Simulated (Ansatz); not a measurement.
# CuFH, charge +1: a pair, distance and angle

Method: RKS r2SCAN0-D4/def2-TZVPD; program: Ansatz 0.2.0.

### 1 Starting geometry

3 atoms, charge 1, spin multiplicity 1.

Atoms are counted from 1 here; the program's logs count them from 0.

Bond lengths: Cu1–F2 2.001 Å, F2–H3 0.945 Å. Angles: Cu1–F2–H3 139.5°.

Coordinates:

```
Cu    0.0109    0.0105   -1.5870
F     0.1839    0.1754    0.3999
H    -0.1947   -0.1860    1.1871
```

### 5 Setting up the map

First coordinate, distance F2···Cu1: 13 values from 1.691 to 4.291 Å. Second coordinate, turn of Cu1 about F2: 13 values from −90 to 90 °.

Nothing else is relaxed (both partners rigid). Energies count from the ion and the molecule far apart, frozen as in the relaxed pair, each in its own basis (no counterpoise correction). Points are written as (first, second).

(The set-up runs are not shown.)

### 6 The run at (2.064 Å, 60°)

input.yaml reads:

```yaml
crystal:
  periodic: [false, false, false]
  atoms:
    - { symbol: Cu, position_ang: [-1.18973, -1.135696, -0.403747] }
    - { symbol: F, position_ang: [0.182518, 0.174156, 0.409469] }
    - { symbol: H, position_ang: [-0.192607, -0.184009, 1.180098] }
total_charge: 1
basis:
  gaussian: { orbitals: def2-TZVPD }
hamiltonian:
  xc: { name: r2SCAN0 }
  dispersion: d4
output:
  forces: true
```

Started as:

```console
> ansatz run input.yaml --threads 1 --pin off --max-ram 2560MiB --backend cpu --events-out ev --progress --plain --runs-dir out
```

**Question.** How long does this run take on 1 thread of Arm Neoverse V1, shared host, and how much memory does it need?

About 4 s, with a peak of 0.17 GiB.
